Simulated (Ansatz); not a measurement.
# AlBrFH (SMILES [F][AlH][Br]): single points off equilibrium

The task here is to estimate one member of a computed series from the others.

Program: Ansatz 0.2.0, Gaussian basis. Level of theory: single points in def2-TZVPP. These are calculated values, not measurements.

Cores are frozen in the correlated methods. Filled d shells of the heavier atoms are correlated.

## Starting geometry

SMILES `[F][AlH][Br]`, 4 atoms, charge 0, spin multiplicity 1.

Atoms are counted from 1 here; the program's logs count them from 0.

Bond lengths: F1–Al2 1.710 Å, Al2–Br3 2.249 Å, Al2–H4 1.542 Å. Angles: F1–Al2–Br3 128.8°, F1–Al2–H4 103.7°, Br3–Al2–H4 126.9°.

Geometry (Å):

```mol
AlBrFH
  3D, bonds by distance, orders not assigned

  4  3  0  0  0  0  0  0  0  0999 V2000
    0.8434   -0.7819    1.3405 F   0  0
    0.0209   -0.0303    0.0431 Al  0  0
   -1.6446   -0.8436   -1.2306 Br  0  0
    0.8243    1.2635   -0.1978 H   0  0
  1  2  8  0
  2  3  8  0
  2  4  8  0
M  END
```

Set-up of the first run:

Input file run/in.yaml:

```yaml
crystal:
  periodic: [false, false, false]
  atoms:
    - {symbol: F, position_ang: [0.843400, -0.781900, 1.340500]}
    - {symbol: Al, position_ang: [0.020900, -0.030300, 0.043100]}
    - {symbol: Br, position_ang: [-1.644600, -0.843600, -1.230600]}
    - {symbol: H, position_ang: [0.824300, 1.263500, -0.197800]}
basis:
  gaussian: {orbitals: def2-TZVPP}
correlation: {method: ccsd_t}
output: {forces: true}
```

The command line of these runs was not kept.

Among the steps run: CCSD(T)/def2-TZVPP; PBE0-D4/def2-TZVPP; wB97M-V/def2-TZVPP; r2SCAN-D4/def2-TZVPP; PBE-D4/def2-TZVPP; wB97X-V/def2-TZVPP; HSE06-D4/def2-TZVPP.

One of the session's tables, all rows but one given; the rest of the session is left out.

```
   method  RMS force component (eV/Å)  angle to CCSD(T) forces (°)  dipole (D)
  CCSD(T)                       0.750                    reference        1.34
  PBE0-D4                       0.749                          2.8        1.36
  wB97M-V                       0.710                          3.8        1.32
r2SCAN-D4                       0.734                          1.8        1.30
   PBE-D4                       0.591                          9.9        1.30
  wB97X-V                       0.713                          2.9        1.30
 HSE06-D4                           ?                            ?           ?
```

Q: Estimate the row for HSE06-D4 from the others.

**Answer.** RMS force component (eV/Å): 0.749; angle to CCSD(T) forces (°): 2.7; dipole (D): 1.36.
